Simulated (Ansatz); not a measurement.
**BH3SF2 (built from SMILES FBF.S): a reaction path by the nudged elastic band**

Method: PBE0-D4/def2-SVP; program: Ansatz 0.2.0, Gaussian basis.

## (1) Starting geometry

The first end: 7 atoms, charge 0, spin multiplicity 1.

Atoms are counted from 1 here; the program's logs count them from 0.

Bond lengths: B1–H2 1.192 Å, B1–F3 1.321 Å, B1–F4 1.318 Å, H5–S6 1.342 Å, S6–H7 1.342 Å. Angles: H2–B1–F3 120.7°, H2–B1–F4 120.9°, F3–B1–F4 117.8°, H5–S6–H7 92.5°.

Geometry (Å):

```mol
BF2H3S
  3D, bonds by distance, orders not assigned

  7  5  0  0  0  0  0  0  0  0999 V2000
   -0.3444   -1.2340   -0.2055 B   0  0
    0.8241   -1.4188   -0.0623 H   0  0
   -0.8336   -0.8931   -1.3843 F   0  0
   -1.1996   -1.5356    0.7509 F   0  0
    1.2953    1.5227    0.9340 H   0  0
   -0.0061    1.5995    0.6158 S   0  0
    0.2644    1.9592   -0.6485 H   0  0
  1  2  8  0
  1  3  8  0
  1  4  8  0
  5  6  8  0
  6  7  8  0
M  END
```

The second end:

```mol
BF2H3S
  3D, bonds by distance, orders not assigned

  7  5  0  0  0  0  0  0  0  0999 V2000
   -0.9151   -0.0913   -0.0683 B   0  0
    1.9175   -1.3685    0.2346 H   0  0
   -0.7064   -0.4840   -1.3100 F   0  0
   -1.3222   -0.9857    0.8095 F   0  0
    1.9913   -0.7316    0.6176 H   0  0
   -0.6764    1.6128    0.4630 S   0  0
   -0.2885    2.0481   -0.7462 H   0  0
  1  3  8  0
  1  4  8  0
  1  6  8  0
  2  5  8  0
  6  7  8  0
M  END
```

## (2) The band at PBE0-D4/def2-SVP

Contents of neb/in.yaml:

```yaml
crystal:
  periodic: [false, false, false]
  atoms:
    - {symbol: B, position_ang: [-0.344449, -1.233982, -0.205526]}
    - {symbol: H, position_ang: [0.824081, -1.418811, -0.062271]}
    - {symbol: F, position_ang: [-0.833564, -0.893129, -1.384329]}
    - {symbol: F, position_ang: [-1.199594, -1.535628, 0.750921]}
    - {symbol: H, position_ang: [1.295293, 1.522669, 0.934011]}
    - {symbol: S, position_ang: [-0.006129, 1.599538, 0.615757]}
    - {symbol: H, position_ang: [0.264362, 1.959242, -0.648462]}
basis:
  gaussian: {orbitals: def2-SVP}
hamiltonian: {xc: pbe0, dispersion: d4}
neb:
  images: 5
  climbing: true
  max_iterations: 40
  initial_path: idpp
  final_atoms:
    - {symbol: B, position_ang: [-0.915123, -0.091279, -0.068315]}
    - {symbol: H, position_ang: [1.917508, -1.368462, 0.234612]}
    - {symbol: F, position_ang: [-0.706437, -0.484008, -1.310023]}
    - {symbol: F, position_ang: [-1.322235, -0.985664, 0.809455]}
    - {symbol: H, position_ang: [1.991253, -0.731580, 0.617612]}
    - {symbol: S, position_ang: [-0.676434, 1.612799, 0.462991]}
    - {symbol: H, position_ang: [-0.288533, 2.048095, -0.746232]}
```

Started as:

```console
$ ansatz run in.yaml --threads 2 --pin off --events-out ev --progress --plain --max-ram 4352MiB
```

**Question.** How long does this run take on 2 threads of AMD EPYC 7R43, shared host?

About 2.3 min.
